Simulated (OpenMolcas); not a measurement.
# One shape, several levels: BGeH3Cl2 (SMILES Cl[B](Cl)[GeH3])

Wanted: a comparison of 6 runs (HF/STO-3G, HF/3-21G, HF/cc-pVDZ, B2PLYP/cc-pVDZ, M06-2X/cc-pVDZ, B3LYP/6-31G*) of BGeH3Cl2. 

The calculation is run with OpenMolcas 26.06.

1 further run of the same task is left out (set aside as unsound or not needed).

## Step 1: The system as given

BGeH3Cl2: 7 atoms, total charge 0, spin state singlet. As SMILES, `Cl[B](Cl)[GeH3]`. The shape is that of a PBE0-D4/def2-TZVP optimisation.

Bond lengths: Cl1–B2 1.741 Å, B2–Cl3 1.743 Å, B2–Ge4 2.068 Å, Ge4–H5 1.538 Å, Ge4–H6 1.538 Å, Ge4–H7 1.535 Å. Angles: Cl1–B2–Cl3 118.5°, Cl1–B2–Ge4 121.7°, Cl3–B2–Ge4 119.8°, B2–Ge4–H5 109.4°, B2–Ge4–H6 109.3°, B2–Ge4–H7 111.8°, H5–Ge4–H6 107.9°, H5–Ge4–H7 109.2°, H6–Ge4–H7 109.2°.

## Step 2: Energy and gradient at HF/STO-3G (run 1)

mol.inp reads:

```
&GATEWAY
BasLib=$CurrDir
Coord
7
angstrom
Cl       1.749500      -1.428200       1.208700
B        0.206400      -1.021900       0.511500
Cl      -1.082400      -2.191800       0.604700
Ge      -0.123100       0.798500      -0.412200
H       -0.556200       0.560600      -1.868300
H       -1.266100       1.534300       0.306700
H        1.133300       1.680500      -0.396700
Basis=STO-3G
Group=NoSym
&SEWARD
&SCF
Thresholds=1e-10 1e-07 1e-07 1e-05
PrOrbitals=0
&ALASKA
```

The basis set STO-3G is read from a file made from the Basis Set Exchange's data (not shown).

Started as:

```console
$ export MOLCAS_MEM=1860
$ pymolcas mol.inp > mol.log
```

Output:

```text
--- Start Module: gateway ---
[...]
--- Stop Module: gateway /rc=_RC_ALL_IS_WELL_ ---
[...]
      Basis functions           44
[...]
--- Start Module: scf ---
[...]
       Convergence after  11 Iterations
[...]
::    Total SCF energy                              -2987.1232666357
[...]
      Total spin, S                                     0.0000000000
[...]
      Total electronic charge=   74.000000
      Total            charge=   -0.000000
[...]
      Dipole Moment (debye):
      Origin of the operator (angstrom)=    0.1001   -0.4751    0.2318
                   X= -2.3980E-01               Y=  1.6257E+00               Z= -8.0835E-01           Total=  1.8314E+00
      Quadrupole Moment (debye*angstrom):
[...]
--- Stop Module: scf /rc=_RC_ALL_IS_WELL_ ---
--- Start Module: alaska ---
[...]
 *              Molecular gradients               *
 **************************************************
  Irreducible representation: a
 ------------------------------------------------------------------------------------------
                              X                       Y                       Z
 ------------------------------------------------------------------------------------------
  CL1              -2.23758425551921E-02    7.67117052049571E-03   -1.09009251161165E-02
  B2                6.97553334902601E-03   -4.01146711953864E-02    2.02758510493855E-02
  CL3               1.77494427602269E-02    1.86747031044376E-02   -2.42500942027757E-03
  GE4               7.90926199803632E-03   -2.50470859259693E-02    1.37377086760111E-02
  H5               -1.20412629006554E-02   -5.10751360004391E-03   -3.81288681353649E-02
  H6               -3.02709998748387E-02    1.98872248627948E-02    1.77248188623906E-02
  H7                3.20538672234916E-02    2.40361722336218E-02   -2.83575916039142E-04
 ------------------------------------------------------------------------------------------
--- Stop Module: alaska /rc=_RC_ALL_IS_WELL_ ---
[...]
```

Wall time 1.8 s (1 thread of Intel Xeon 6975P-C (Granite Rapids), shared host); peak memory 0.38 GiB.

## Step 3: Energy and forces at HF/3-21G (run 2)

run.inp reads:

```
>>> EXPORT MOLCAS_PRINT=2

&GATEWAY
 BasLib=$CurrDir
 Coord
 7
 angstrom
 Cl       1.749500      -1.428200       1.208700
 B        0.206400      -1.021900       0.511500
 Cl      -1.082400      -2.191800       0.604700
 Ge      -0.123100       0.798500      -0.412200
 H       -0.556200       0.560600      -1.868300
 H       -1.266100       1.534300       0.306700
 H        1.133300       1.680500      -0.396700
 Basis=3-21G
 Group=NoSym

&SEWARD

&SCF
 Thresholds=1e-10 1e-07 1e-07 1e-05
 PrOrbitals=1

&ALASKA
```

The basis set 3-21G is read from a file made from the Basis Set Exchange's data (not shown).

Started as:

```console
$ export MOLCAS_MEM=1860
$ pymolcas run.inp > run.log
```

Output:

```text
--- Start Module: gateway ---
[...]
--- Stop Module: gateway /rc=_RC_ALL_IS_WELL_ ---
[...]
      Basis functions           63
[...]
--- Start Module: scf ---
[...]
       Convergence after  12 Iterations
[...]
::    Total SCF energy                              -3006.2597712173
[...]
      Total spin, S                                     0.0000000000
[...]
      Total electronic charge=   74.000000
      Total            charge=   -0.000000
[...]
      Dipole Moment (debye):
      Origin of the operator (angstrom)=    0.1001   -0.4751    0.2318
                   X= -1.7517E-01               Y=  1.2984E+00               Z= -6.4046E-01           Total=  1.4583E+00
      Quadrupole Moment (debye*angstrom):
[...]
--- Stop Module: scf /rc=_RC_ALL_IS_WELL_ ---
--- Start Module: alaska ---
[...]
 *              Molecular gradients               *
 **************************************************
  Irreducible representation: a
 ------------------------------------------------------------------------------------------
                              X                       Y                       Z
 ------------------------------------------------------------------------------------------
  CL1              -2.18141499584235E-02    4.17876951172147E-03   -9.15732264859770E-03
  B2                1.49759217326813E-03   -1.72181734700931E-02    8.23017955737204E-03
  CL3               1.90663945828753E-02    1.50755258967195E-02   -3.82176202628148E-04
  GE4               3.25610637371732E-03   -6.81082321664661E-03    4.07965311885761E-03
  H5               -7.18406826503148E-04    1.76192571230654E-03   -1.60410942445566E-04
  H6               -2.87690607480684E-04    1.16758762609059E-03   -1.46549581943489E-03
  H7               -9.99845737521987E-04    1.84518793986932E-03   -1.14442706310325E-03
 ------------------------------------------------------------------------------------------
--- Stop Module: alaska /rc=_RC_ALL_IS_WELL_ ---
[...]
```

It took 2.5 s on 1 thread of Intel Xeon 6975P-C (Granite Rapids), shared host; peak memory 0.4 GiB.

## Step 4: Energy and forces at HF/cc-pVDZ (run 3)

geom.xyz reads:

```xyz
7

Cl     1.749500    -1.428200     1.208700
B      0.206400    -1.021900     0.511500
Cl    -1.082400    -2.191800     0.604700
Ge    -0.123100     0.798500    -0.412200
H     -0.556200     0.560600    -1.868300
H     -1.266100     1.534300     0.306700
H      1.133300     1.680500    -0.396700
```

mol.input reads:

```
* BCl2GeH3 Hartree-Fock

&gateway
  baslib
  $CurrDir
  coord
  geom.xyz
  basis
  cc-pVDZ
  group
  NoSym

&seward

&scf
  thresholds
  1e-10 1e-07 1e-07 1e-05
  prorbitals
  1 2

&alaska
```

The basis set cc-pVDZ is read from a file made from the Basis Set Exchange's data (not shown).

Started as:

```console
$ export MOLCAS_MEM=1860
$ pymolcas mol.input > mol.log
```

Output:

```text
--- Start Module: gateway ---
[...]
--- Stop Module: gateway /rc=_RC_ALL_IS_WELL_ ---
[...]
      Basis functions           92
[...]
--- Start Module: scf ---
[...]
       Convergence after  12 Iterations
[...]
::    Total SCF energy                              -3020.8429133622
[...]
      Total spin, S                                     0.0000000000
[...]
      Total electronic charge=   74.000000
      Total            charge=   -0.000000
[...]
      Dipole Moment (debye):
      Origin of the operator (angstrom)=    0.1001   -0.4751    0.2318
                   X= -4.1244E-02               Y=  5.5721E-01               Z= -2.6439E-01           Total=  6.1813E-01
      Quadrupole Moment (debye*angstrom):
[...]
--- Stop Module: scf /rc=_RC_ALL_IS_WELL_ ---
[...]
--- Start Module: alaska ---
[...]
 *              Molecular gradients               *
 **************************************************
  Irreducible representation: a
 ------------------------------------------------------------------------------------------
                              X                       Y                       Z
 ------------------------------------------------------------------------------------------
  CL1              -1.02966815737915E-02    3.30067980655180E-03   -4.91697556080517E-03
  B2                1.74639365719931E-04   -4.25543868921729E-03    1.97552718768346E-03
  CL3               8.53392610187242E-03    8.22792412442652E-03   -8.33227091588729E-04
  GE4               2.17058072663345E-03   -7.97488921821099E-03    4.26435435924866E-03
  H5               -3.20251884756928E-04    2.73031329956708E-04   -3.13868687680241E-05
  H6               -2.28623703285358E-04    1.40441165184413E-04   -3.21116082361961E-04
  H7               -3.35890324594246E-05    2.88251481334711E-04   -1.37175943531020E-04
 ------------------------------------------------------------------------------------------
--- Stop Module: alaska /rc=_RC_ALL_IS_WELL_ ---
[...]
```

It took 8.4 s on 1 thread of Intel Xeon 6975P-C (Granite Rapids), shared host; peak memory 0.51 GiB.

Runs 4 to 5 aren't shown in full; the table further down has their settings and results.

## Step 5: Energy and forces at B3LYP/6-31G(d) (Cartesian functions) (run 6)

test.inp reads:

```
&GATEWAY
  BasLib=$CurrDir
  Coord
  7
  angstrom
  Cl       1.749500      -1.428200       1.208700
  B        0.206400      -1.021900       0.511500
  Cl      -1.082400      -2.191800       0.604700
  Ge      -0.123100       0.798500      -0.412200
  H       -0.556200       0.560600      -1.868300
  H       -1.266100       1.534300       0.306700
  H        1.133300       1.680500      -0.396700
  Basis=6-31Gs
  Group=NoSym

&SEWARD
  GridInput
  Grid=UltraFine
  End of Grid

&SCF
  KSDFT=B3LYP
  Thresholds=1e-10 1e-07 1e-07 1e-05
  PrOrbitals=1

&ALASKA
```

The basis set 6-31G* is read from a file made from the Basis Set Exchange's data (not shown).

Started as:

```console
$ export MOLCAS_MEM=1860
$ pymolcas test.inp > test.log
```

Output:

```text
--- Start Module: gateway ---
[...]
--- Stop Module: gateway /rc=_RC_ALL_IS_WELL_ ---
[...]
      Basis functions           94
[...]
--- Start Module: scf ---
[...]
       Convergence after  13 Iterations
[...]
::    Total KS-DFT energy                           -3023.8821204308
[...]
      Total spin, S                                     0.0000000000
[...]
      Total electronic charge=   74.000000
      Total            charge=   -0.000000
[...]
      Dipole Moment (debye):
      Origin of the operator (angstrom)=    0.1001   -0.4751    0.2318
                   X= -3.0722E-02               Y=  3.5577E-01               Z= -1.7022E-01           Total=  3.9559E-01
      Quadrupole Moment (debye*angstrom):
[...]
--- Stop Module: scf /rc=_RC_ALL_IS_WELL_ ---
[...]
--- Start Module: alaska ---
[...]
 *              Molecular gradients               *
 **************************************************
  Irreducible representation: a
 ------------------------------------------------------------------------------------------
                              X                       Y                       Z
 ------------------------------------------------------------------------------------------
  CL1              -8.35663503120898E-03    1.67431966660381E-03   -3.53964796976314E-03
  B2                6.62746250344848E-04   -4.56731877890837E-03    2.26774341761649E-03
  CL3               7.14263581004104E-03    5.88347266441502E-03   -2.47172539658891E-04
  GE4              -3.59331110810324E-04    9.36797144248658E-05   -1.61835048833936E-04
  H5                8.06748670914015E-04    1.18677932348099E-05    2.44821429289299E-03
  H6                1.89230776643345E-03   -1.48963944543912E-03   -8.98802332374160E-04
  H7               -1.78847235555324E-03   -1.60638161459392E-03    1.31500180104244E-04
 ------------------------------------------------------------------------------------------
--- Stop Module: alaska /rc=_RC_ALL_IS_WELL_ ---
[...]
```

Wall time 24 s (1 thread of Intel Xeon 6975P-C (Granite Rapids), shared host); peak memory 0.52 GiB.

## Step 6: Overview of the runs

| run | level | task | frozen core orbitals | energy (Eh) | dipole moment (D) | HOMO energy (eV) | LUMO energy (eV) | wall time |
| --- | --- | --- | --- | --- | --- | --- | --- | --- |
| 1 | HF/STO-3G | gradient | – | -2987.123267 | 1.83 | -9.61 | 4.88 | 1.8 s |
| 2 | HF/3-21G | gradient | – | -3006.259771 | 1.46 | -11.40 | 1.17 | 2.5 s |
| 3 | HF/cc-pVDZ | gradient | – | -3020.842913 | 0.62 | -11.17 | 1.61 | 8.4 s |
| 4 | B2PLYP/cc-pVDZ | energy | 20 | -3023.360554 | 0.42 | -9.29 | -0.57 | 18 s |
| 5 | M06-2X/cc-pVDZ | gradient | – | -3024.053022 | 0.42 | -9.33 | -1.11 | 32 s |
| 6 | B3LYP/6-31G* (Cartesian functions) | gradient | – | -3023.882120 | 0.40 | -8.01 | -2.13 | 24 s |

## Step 7: What came out

```
                       quantity           value
            run 6: total energy  -3023.88212 Eh
           run 6: dipole moment          0.40 D
             run 6: HOMO energy        -8.01 eV
             run 6: LUMO energy        -2.13 eV
           run 6: HOMO–LUMO gap         5.88 eV
run 6: largest force on an atom      0.476 eV/Å
```

The dipole moment (its size) runs from 0.40 D (B3LYP/6-31G*) to 1.83 D (HF/STO-3G). The two ends differ in method and basis. The HOMO–LUMO gap runs from 5.88 eV (B3LYP/6-31G*) to 14.49 eV (HF/STO-3G). For B2PLYP the log adds the whole second-order term; the table takes 0.27 of it, as the functional is defined. Totals of different functionals can't be ranked against each other. In run 1 the basis is minimal, so the values are rough. All runs together took 87 s, the longest 32 s.
